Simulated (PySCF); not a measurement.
**Tl³⁺: dipole response in aug-cc-pVQZ-PP with ECP60**

How polarisable is Tl³⁺ at the levels listed below?

Method: unrestricted determinants in a Gaussian basis, no spin-orbit coupling in the energies. Code: PySCF 2.14.0.

**1. The atom as given**

```
Element     : thallium (Z = 81)
Basis       : aug-cc-pVQZ-PP with ECP60MDF (7s7p5d3f2g, 92 functions)
Hamiltonian : a scalar-relativistic core potential
State 1     : Tl³⁺: [Xe] 4f14 5d10, closed-shell 1S
Methods     : UHF, PBE, PBE0, B97-3
```

Outer shells as boxes (Hund's rule):

Tl3+ [Xe] 4f14 5d10
```
[Xe] core
4f [↑↓][↑↓][↑↓][↑↓][↑↓][↑↓][↑↓]
5d [↑↓][↑↓][↑↓][↑↓][↑↓]
```

The runs were made by one driver on top of PySCF. The scripts below sum up each run's settings (the driver also hands on starting orbitals that pick excited configurations, and frozen orbitals as a list rather than a count), and the logs come from the driver's own runs. The driver starts from symmetry-adapted Hartree-Fock orbitals, holds the occupation by maximum overlap and uses a logarithmic radial grid for functionals, so a plain start would take other cycles.

The integrals over 92 functions and the set-up took 7.2 s of CPU time.

**2. Tl³⁺: the ladder of methods**

UHF:

Contents of input.py:

```python
from pyscf import gto, scf, dft, mp, cc
import basis_set_exchange as bse
txt = bse.get_basis("aug-cc-pVQZ-PP", elements=["Tl"], fmt="nwchem", header=False)
cut = txt.index("\nECP")
mol = gto.M(atom="Tl 0 0 0", charge=3, spin=0, symmetry="D2h",
            basis=gto.basis.parse(txt[:cut]),
            ecp={"Tl": gto.basis.parse_ecp(txt[cut:])})
mf = scf.UHF(mol)
mf.irrep_nelec = {'Ag': (3, 3), 'B1g': (1, 1), 'B2g': (1, 1), 'B3g': (1, 1), 'B1u': (1, 1), 'B2u': (1, 1), 'B3u': (1, 1)}
mf.kernel()
```

Log:

```text
damping factor = 0
level_shift factor = 0
DIIS = <class 'pyscf.scf.diis.CDIIS'>
diis_start_cycle = 1
diis_space = 10
diis_damp = 0
SCF conv_tol = 1e-09
SCF conv_tol_grad = None
number electrons alpha = 9  beta = 9
cycle= 1 E= -169.621598247796  delta_E= -8.5e-11  |g|= 2.86e-06  |ddm|= 2.59e-05
converged SCF energy = -169.621598247796  <S^2> = -1.7763568e-15  2S+1 = 1
```

It used 13 s of CPU time after the integrals (shared host).

The occupied shells:

| shell | electrons | mean orbital energy (eV) | spread (eV) | rms radius (bohr) |
| --- | --- | --- | --- | --- |
| 5s | 2 | -182.42 | 0 | 0.953 |
| 5p | 6 | -123.46 | 0 | 1.08 |
| 5d | 10 | -51.559 | 0 | 1.44 |

⟨S²⟩ = 0.000, ⟨L²⟩ = 0.00.

The driver then solved the coupled dipole response at imaginary frequencies: mean α = 4.779 bohr³, C₆ = 25.24 au for a like pair.

Energies and moments cover only the electrons outside the core potential. The p, d and f levels are scalar averages; spin-orbit coupling splits them strongly at this Z.

PBE:

input.py differs from the last one in:

```diff
@@ -7,3 +7,3 @@
             ecp={"Tl": gto.basis.parse_ecp(txt[cut:])})
-mf = scf.UHF(mol)
+mf = dft.UKS(mol, xc="PBE")
 mf.irrep_nelec = {'Ag': (3, 3), 'B1g': (1, 1), 'B2g': (1, 1), 'B3g': (1, 1), 'B1u': (1, 1), 'B2u': (1, 1), 'B3u': (1, 1)}
```

Log:

```text
damping factor = 0
level_shift factor = 0
DIIS = <class 'pyscf.scf.diis.CDIIS'>
diis_start_cycle = 1
diis_space = 10
diis_damp = 0
SCF conv_tol = 1e-09
SCF conv_tol_grad = None
number electrons alpha = 9  beta = 9
XC functionals = PBE
    J. P. Perdew, K. Burke, and M. Ernzerhof.,  Phys. Rev. Lett. 77, 3865 (1996)
    J. P. Perdew, K. Burke, and M. Ernzerhof.,  Phys. Rev. Lett. 78, 1396 (1997)
    J. P. Perdew, K. Burke, and M. Ernzerhof.,  Phys. Rev. Lett. 77, 3865 (1996)
    J. P. Perdew, K. Burke, and M. Ernzerhof.,  Phys. Rev. Lett. 78, 1396 (1997)
cycle= 1 E= -170.468888068391  delta_E= -0.00842  |g|= 0.0286  |ddm|= 0.444
cycle= 2 E= -170.469027031182  delta_E= -0.000139  |g|= 0.0214  |ddm|= 0.0627
cycle= 3 E= -170.469158128255  delta_E= -0.000131  |g|= 0.000486  |ddm|= 0.033
cycle= 4 E= -170.469158205244  delta_E= -7.7e-08  |g|= 2.34e-07  |ddm|= 0.000562
cycle= 5 E= -170.469158205244  delta_E= 2.27e-13  |g|= 1.11e-09  |ddm|= 3e-07
converged SCF energy = -170.469158205244  <S^2> = 0  2S+1 = 1
```

It used 11 s of CPU time after the integrals (shared host).

The driver then solved the coupled dipole response at imaginary frequencies: mean α = 5.288 bohr³, C₆ = 28.85 au for a like pair.

PBE0:

input.py differs from the last one in:

```diff
@@ -7,3 +7,3 @@
             ecp={"Tl": gto.basis.parse_ecp(txt[cut:])})
-mf = dft.UKS(mol, xc="PBE")
+mf = dft.UKS(mol, xc="PBE0")
 mf.irrep_nelec = {'Ag': (3, 3), 'B1g': (1, 1), 'B2g': (1, 1), 'B3g': (1, 1), 'B1u': (1, 1), 'B2u': (1, 1), 'B3u': (1, 1)}
```

Log:

```text
damping factor = 0
level_shift factor = 0
DIIS = <class 'pyscf.scf.diis.CDIIS'>
diis_start_cycle = 1
diis_space = 10
diis_damp = 0
SCF conv_tol = 1e-09
SCF conv_tol_grad = None
number electrons alpha = 9  beta = 9
XC functionals = PBE0
    C. Adamo and V. Barone.,  J. Chem. Phys. 110, 6158 (1999)
    M. Ernzerhof and G. E. Scuseria.,  J. Chem. Phys. 110, 5029 (1999)
cycle= 1 E= -170.456310105369  delta_E= -0.00424  |g|= 0.0131  |ddm|= 0.309
cycle= 2 E= -170.456340013092  delta_E= -2.99e-05  |g|= 0.00684  |ddm|= 0.0269
cycle= 3 E= -170.456352768031  delta_E= -1.28e-05  |g|= 0.00025  |ddm|= 0.0121
cycle= 4 E= -170.456352784659  delta_E= -1.66e-08  |g|= 4.21e-07  |ddm|= 0.000363
cycle= 5 E= -170.456352784659  delta_E= -2.84e-14  |g|= 1.14e-08  |ddm|= 1.14e-06
converged SCF energy = -170.456352784659  <S^2> = 0  2S+1 = 1
```

It used 20 s of CPU time after the integrals (shared host).

The driver then solved the coupled dipole response at imaginary frequencies: mean α = 5.128 bohr³, C₆ = 27.75 au for a like pair.

B97-3:

input.py differs from the last one in:

```diff
@@ -7,3 +7,3 @@
             ecp={"Tl": gto.basis.parse_ecp(txt[cut:])})
-mf = dft.UKS(mol, xc="PBE0")
+mf = dft.UKS(mol, xc="HYB_GGA_XC_B97_3")
 mf.irrep_nelec = {'Ag': (3, 3), 'B1g': (1, 1), 'B2g': (1, 1), 'B3g': (1, 1), 'B1u': (1, 1), 'B2u': (1, 1), 'B3u': (1, 1)}
```

Log:

```text
damping factor = 0
level_shift factor = 0
DIIS = <class 'pyscf.scf.diis.CDIIS'>
diis_start_cycle = 1
diis_space = 10
diis_damp = 0
SCF conv_tol = 1e-09
SCF conv_tol_grad = None
number electrons alpha = 9  beta = 9
XC functionals = HYB_GGA_XC_B97_3
    T. W. Keal and D. J. Tozer.,  J. Chem. Phys. 123, 121103 (2005)
cycle= 1 E= -170.506783236344  delta_E= -0.00434  |g|= 0.00905  |ddm|= 0.342
cycle= 2 E= -170.506796711277  delta_E= -1.35e-05  |g|= 0.00367  |ddm|= 0.0182
cycle= 3 E= -170.506800335448  delta_E= -3.62e-06  |g|= 0.00048  |ddm|= 0.00731
cycle= 4 E= -170.506800395027  delta_E= -5.96e-08  |g|= 3.62e-07  |ddm|= 0.000803
cycle= 5 E= -170.506800395027  delta_E= 1.14e-13  |g|= 3.37e-09  |ddm|= 8.97e-07
converged SCF energy = -170.506800395027  <S^2> = 5.3290705e-15  2S+1 = 1
```

It used 19 s of CPU time after the integrals (shared host).

The driver then solved the coupled dipole response at imaginary frequencies: mean α = 5.112 bohr³, C₆ = 27.62 au for a like pair.

Radial density 4πr²ρ of Tl³⁺ at UHF, the electrons outside the core potential:

| r (bohr) | density |
| --- | --- |
| 0.0369 | 1.72e-05 |
| 0.0620 | 3.68e-05 |
| 0.104 | 0.000174 |
| 0.175 | 0.00197 |
| 0.295 | 0.0565 |
| 0.496 | 2.47 |
| 0.835 | 18.4 |
| 1.40 | 10.9 |
| 2.36 | 1.13 |
| 3.97 | 0.0120 |

**3. Polarisabilities and C₆**

Tl³⁺, in atomic units:

| method | mean α | C₆ (like pair) | S(−4) |
| --- | --- | --- | --- |
| UHF | 4.779 | 25.24 | 3.200 |
| PBE | 5.288 | 28.85 | 4.220 |
| PBE0 | 5.128 | 27.75 | 3.853 |
| B97-3 | 5.112 | 27.62 | 3.812 |

α(iu) at B97-3:

| u (hartree) | α(iu) (bohr³) |
| --- | --- |
| 0 | 5.112 |
| 0.0500 | 5.102 |
| 0.100 | 5.074 |
| 0.200 | 4.966 |
| 0.300 | 4.803 |
| 0.500 | 4.375 |
| 0.750 | 3.795 |
| 1.00 | 3.262 |
| 1.50 | 2.416 |
| 2.00 | 1.819 |
| 3.00 | 1.097 |
| 5.00 | 0.4960 |

**4. Summary of results**

| quantity | value |
| --- | --- |
| α of Tl³⁺ | 4.779 (UHF) to 5.288 (PBE) bohr³ |

What this shows: A single London oscillator with the computed α and C₆ of Tl³⁺ at UHF would have ω = 4 C₆ / (3 α²) = 1.47 hartree. All values hold for this basis alone; no basis-set limit was taken.
